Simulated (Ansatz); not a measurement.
# AlAsH₂ (triplet): from Hartree-Fock to the top rungs, cc-pVDZ

The task here is to estimate one member of a computed series from the others.

The runs use Ansatz 0.2.0, Gaussian basis; cc-pVDZ, core rule «outside noble gas», up to 19 orbitals frozen.

The runs, in order: UHF; CCSD(T) on ROHF; CCSD(T) on UHF; BCCD(T) on ROHF; CISD; CCSDT(Q) on ROHF; CCSDT(Q) on UHF; CCSDTQ on ROHF.

15 further runs of the same task are left out: 9 for a known fault of the program, 6 set aside as unsound or not needed.

### What is computed

The geometry is a PBE0/def2-TZVP stationary point (not a proven minimum). No spin-orbit coupling is included. The filled d shell of As may be among the frozen orbitals whatever the setting's name suggests; the logs give the count.

4 atoms, charge 0, spin multiplicity 3.

Atoms are counted from 1 here; the program's logs count them from 0.

Bond lengths: Al1–As2 2.470 Å, As2–H3 1.524 Å, As2–H4 1.524 Å. Angles: Al1–As2–H3 96.8°, Al1–As2–H4 96.8°, H3–As2–H4 92.8°.

The first run:

in.yaml reads:

```yaml
crystal:
  periodic: [false, false, false]
  atoms:
    - {symbol: Al, position_ang: [0.036540, 0.000000, 1.832106]}
    - {symbol: As, position_ang: [-0.039784, 0.000000, -0.636952]}
    - {symbol: H, position_ang: [0.989539, 1.103858, -0.849067]}
    - {symbol: H, position_ang: [0.989541, -1.103856, -0.849067]}
basis:
  gaussian: {orbitals: cc-pVDZ}
magnetization: {spin_polarized: true, initial_magnetization: 2}
hamiltonian: {xc: hf}
output: {orbitals: {seedname: orbitals}}
```

The run is started by

```bash
> ansatz run in.yaml --threads 1 --pin off --events-out ev --progress --plain --max-ram 2816MiB --backend cpu
```

Among the steps run: UHF; CCSD(T) on ROHF; CCSD(T) on UHF; BCCD(T) on ROHF; CISD; CCSDT(Q) on ROHF; CCSDT(Q) on UHF; CCSDTQ on ROHF.

One of the session's tables, all rows but one given; the rest of the session is left out.

```
   method  from RCCSDTQ (kJ/mol)
     ROHF                 +484.2
      UHF                 +476.7
     RMP2                 +106.7
     UMP2                 +104.8
     CISD                  +55.4
    RCCSD                      ?
    UCCSD                  +19.5
 RCCSD(T)                   +4.3
 UCCSD(T)                   +4.2
  BCCD(T)                   +4.2
   RCCSDT                   +1.1
   UCCSDT                   +1.0
RCCSDT(Q)                   +0.1
UCCSDT(Q)                    0.0
  RCCSDTQ                      0
```

**Question.** Estimate the row for RCCSD.

**Answer.** from RCCSDTQ (kJ/mol): +20.2. In the column «from RCCSDTQ (kJ/mol)» it lies between UCCSD (+19.5) and CISD (+55.4).

Limits of these values: Restricted and unrestricted rows rest on different reference determinants; where their highest levels disagree by more than a few hundredths of an eV, they describe different states and don't form one ladder.
